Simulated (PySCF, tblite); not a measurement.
# C₃H₈FNSi: geometry, infrared bands and NMR shifts

Aim: predict the infrared bands and NMR shifts of C₃H₈FNSi (`F[Si@H]1CCCN1`).

The runs use tblite 0.8.0 and PySCF 2.14.0, with density-fitted response routines of our own; the level of theory stands in each step. All values are computed, except where a source is named. Atoms count from 0, in the outputs and in this text.

### 1 The starting structure

14 atoms, charge 0, multiplicity 1; geometry from: force field or distance geometry start.

Bonds of the start (Å): F0–Si1 1.68, Si1–C2 1.89, C2–C3 1.48, C3–C4 1.45, C4–N5 1.42, N5–Si1 1.80, Si1–H6 1.45, C2–H7 1.10, C2–H8 1.09, C3–H9 1.12, C3–H10 1.13, C4–H11 1.13, C4–H12 1.13, N5–H13 1.03.

### 2 Geometry optimisation with GFN2-xTB

Job settings and geometry (Å):

```
{"job": {"kind": "relax", "xc": "GFN2-xTB", "basis": "xTB"}, "charge": 0, "multiplicity": 1}
F      0.416500     1.999400     1.587400
Si     0.417700     1.458200    -0.006300
C      1.318500    -0.200000    -0.160900
C      0.199900    -1.106300     0.182300
C     -1.124300    -0.621600    -0.158300
N     -1.172000     0.763500    -0.488100
H      0.923100     2.442000    -0.949600
H      1.579400    -0.290400    -1.230400
H      2.169300    -0.288300     0.520400
H      0.389200    -2.094200    -0.310800
H      0.228700    -1.320900     1.289300
H     -1.591000    -1.256600    -0.962400
H     -1.801200    -0.761000     0.730300
H     -1.954700     1.275700    -0.065100
```

Run with:

```bash
OMP_NUM_THREADS=1 python probes_run.py task.json out
```

This one command runs all jobs of the session in turn.

**Question.** This job is followed by: GFN2-xTB harmonic vibrations, gas phase; GIAO PBE0/pcSseg-1 NMR shielding, non-relativistic, gas phase. Predict these results of the whole session: strongest single infrared mode (GFN2-xTB); zero-point energy (GFN2-xTB); ¹³C shifts against TMS (PBE0/pcSseg-1); ¹H shifts against TMS (PBE0/pcSseg-1); ¹⁹F shifts against CFCl3 (PBE0/pcSseg-1); ²⁹Si shifts against TMS (PBE0/pcSseg-1); ¹⁵N shifts against NH3 (PBE0/pcSseg-1).

As calculated:

```
                                 quantity                                               value
strongest single infrared mode (GFN2-xTB)                               2333 cm⁻¹, 316 km/mol
             zero-point energy (GFN2-xTB)                                       69.3 kcal/mol
   ¹³C shifts against TMS (PBE0/pcSseg-1)                                48.1, 27.1, 13.2 ppm
    ¹H shifts against TMS (PBE0/pcSseg-1)  5.16, 3.35, 2.99, 1.91, 1.83, 1.47, 0.96, 0.39 ppm
 ¹⁹F shifts against CFCl3 (PBE0/pcSseg-1)                                          -159.5 ppm
  ²⁹Si shifts against TMS (PBE0/pcSseg-1)                                             0.0 ppm
   ¹⁵N shifts against NH3 (PBE0/pcSseg-1)                                            55.7 ppm
```

**Reading.** Over 70 steps the energy fell by 0.848 eV; of the close pairs, Si1–N5 changed most, 1.801 to 1.708 Å. No mode is imaginary among the 36: a minimum at this level. The strongest single mode, at 2333 cm⁻¹, moves mainly H6. GFN2-xTB is a fitted tight-binding method: band positions and strengths are rough. Its intensities can rank the bands wrongly. At PBE0/pcSseg-1: Shielding is most anisotropic at F0 (span 104 ppm, paramagnetic term -138 ppm).
